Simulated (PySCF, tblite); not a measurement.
**CH₆NPSi (triplet), a small gas-phase stand-in for a defect centre: EPR parameters**

Wanted: the EPR parameters for `N[C]P[SiH3]`. It is drawn as: twofold C.

Programs: tblite 0.8.0 and PySCF 2.14.0. All values are calculated, for the isolated system unless a continuum is named. Atoms count from 0, parts from 1.

### 1 The system as given

10 atoms, charge 0, multiplicity 3; geometry: distance geometry start.

### 2 Geometry optimisation with GFN2-xTB

What the job is given:

```
{"job": {"kind": "relax", "xc": "GFN2-xTB", "basis": "xTB"}, "charge": 0, "multiplicity": 3}
C     -1.388646     0.189643    -1.213458
N     -2.218239    -0.582113    -0.273916
P     -0.040742     0.955555    -0.353496
Si     1.670010    -0.177868     0.231284
H     -1.736428    -1.465118     0.024873
H     -2.458459     0.022850     0.542056
H     -0.058095     2.357129    -0.108913
H      1.364434    -1.578357     0.637153
H      2.604843    -0.258214    -0.894746
H      2.275801     0.498184     1.414594
```

With the program's defaults for keys left out, this is: GFN2-xTB geometry optimisation, gas phase.

Run with:

```bash
$ OMP_NUM_THREADS=1 python cluster_run.py task.json out
```

This one command runs all jobs of the session in turn.

**Question.** The jobs that follow are: PBE0-D3(BJ)/def2-SVP geometry optimisation, gas phase; UKS B3LYP, IGLO-III on C N P Si, pcH-1 on H, non-relativistic, mean-field spin-orbit, GIAO; UKS BHandHLYP, IGLO-III on C N P Si, pcH-1 on H, non-relativistic, mean-field spin-orbit, GIAO. Predict: point group; rotational constants (main isotopes); D, E (B3LYP); g(iso) (B3LYP); ⟨S²⟩; largest a(iso).

**Answer**, as computed:

| quantity | value |
| --- | --- |
| point group | C1 |
| rotational constants (main isotopes) | 7.54, 2.48, 1.99 GHz |
| D, E (B3LYP) | 0.434, 0.030 cm⁻¹ |
| g(iso) (B3LYP) | 2.00208 |
| ⟨S²⟩ | 2.010 (exact 2.00) |
| largest a(iso) | 13C on C0, 204.6 MHz |

**Reading.** The start of the PBE0/def2-SVP relaxation was shaken at random by about 0.01 Å, so part of the energy gained, and of the first lengths quoted, undoes that. The optimisation took 8 steps and gained 0.209 eV; among the close pairs (by a distance rule), C0–P2 changed most, from 1.685 to 1.785 Å (PBE0/def2-SVP). No frequency check was run at this level, so the end point may be a saddle. C0 carries the largest spin population, 1.54 e. The isotropic g lies 0.2 ppt below the free-electron value. The coupling of 13C on C0 runs from 204.6 (B3LYP/IGLO-III+pcH-1) to 233.0 MHz (BHandHLYP/IGLO-III+pcH-1). The triplet was assumed; the singlet may lie lower.
